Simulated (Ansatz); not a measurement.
**Mg: stress in a strained cell**

Mg is deformed so: zz strain of -2 %. What stress and forces result, by LAPW, PAW and all-electron datasets made for the crystal?

Computed with Ansatz 0.2.0 (DFT LDA, scalar-relativistic, unless a step's input says otherwise).

## Step 1: The system as given

It takes space group Im-3m (No. 229, cubic). Conventional cell: a = 2.953 Å, b = 2.953 Å, c = 2.953 Å, α = 90.00°, β = 90.00°, γ = 90.00°. Mg (site symmetry m-3m) is surrounded by 8 Mg at 2.56 Å.

Structure file:

```xyz
1
Lattice="-1.4765 1.4765 1.4765 1.4765 -1.4765 1.4765 1.4765 1.4765 -1.4765" Properties=species:S:1:pos:R:3 pbc="T T T"
Mg    0.0000    0.0000    0.0000
```

## Step 2: After the deformation

Space group Im-3m before, I4/mmm after.

## Step 3: LAPW, all electrons

The input, input.yaml:

```yaml
crystal:
  lattice:
    - [-1.4765, 1.4765, 1.44697]
    - [1.4765, -1.4765, 1.44697]
    - [1.4765, 1.4765, -1.44697]
  atoms:
    - { symbol: Mg, position: [0.0, 0.0, 0.0] }
kpoints:
  mp_grid: { grid: [19, 19, 19] }
  band_path:
    path:
      - [0.0, 0.0, 0.0]
      - [0.0, 0.0, 0.5]
      - [-0.5, 0.5, 0.5]
      - [0.0, 0.0, 0.0]
      - [0.4901, 0.4901, -0.4901]
      - [-0.4901, 0.5099, 0.4901]
      - [-0.5, 0.5, 0.5]
      - [0.0, 0.0, 0.5]
      - [0.25, 0.25, 0.25]
    npoints: 5
scf:
  occupations: { method: fermi_dirac, width: 0.03 }
hamiltonian:
  xc: lda
  pseudopotentials: { kind: all_electron, lapw: { basis_error: 0.0005 } }
output:
  forces: true
  stress: true
  eigenvalues: true
```

The run is started by

```console
ansatz run input.yaml --threads 1 --pin off --max-ram 3072MiB --backend cpu --events-out ev --progress --plain --runs-dir out
```

## Step 4: Frozen-core PAW

The input, input.yaml:

```yaml
crystal:
  lattice:
    - [-1.4765, 1.4765, 1.44697]
    - [1.4765, -1.4765, 1.44697]
    - [1.4765, 1.4765, -1.44697]
  atoms:
    - { symbol: Mg, position: [0.0, 0.0, 0.0] }
kpoints:
  mp_grid: { grid: [19, 19, 19] }
scf:
  occupations: { method: fermi_dirac, width: 0.03 }
hamiltonian:
  xc: lda
  pseudopotentials: { kind: paw }
output:
  forces: true
  stress: true
  eigenvalues: true
  efg: { contact_densities: true }
```

## Step 5: Datasets made for this crystal

Changes to input.yaml since step 4:

```diff
@@ -13,3 +13,3 @@
   xc: lda
-  pseudopotentials: { kind: paw }
+  pseudopotentials: { kind: all_electron, datasets: crystal }
 output:
```

(Steps that only read results are left out.)

Q: Predict the outcome of this session. Wanted: pressure; largest shear or deviatoric stress.

As calculated:

| quantity | value |
| --- | --- |
| pressure | LAPW 60.03, PAW 59.93, crystal datasets 60.03 GPa |
| largest shear or deviatoric stress (LAPW) | 0.48 GPa |

In words: The largest part of the stress beyond the pressure is 0.48 GPa in size, in the zz component. No run of the undeformed cell stands beside it, so the pressure holds what the given cell had before the change. PAW: stress within 0.10 GPa of LAPW. Crystal datasets: stress within 0.01 GPa of LAPW.
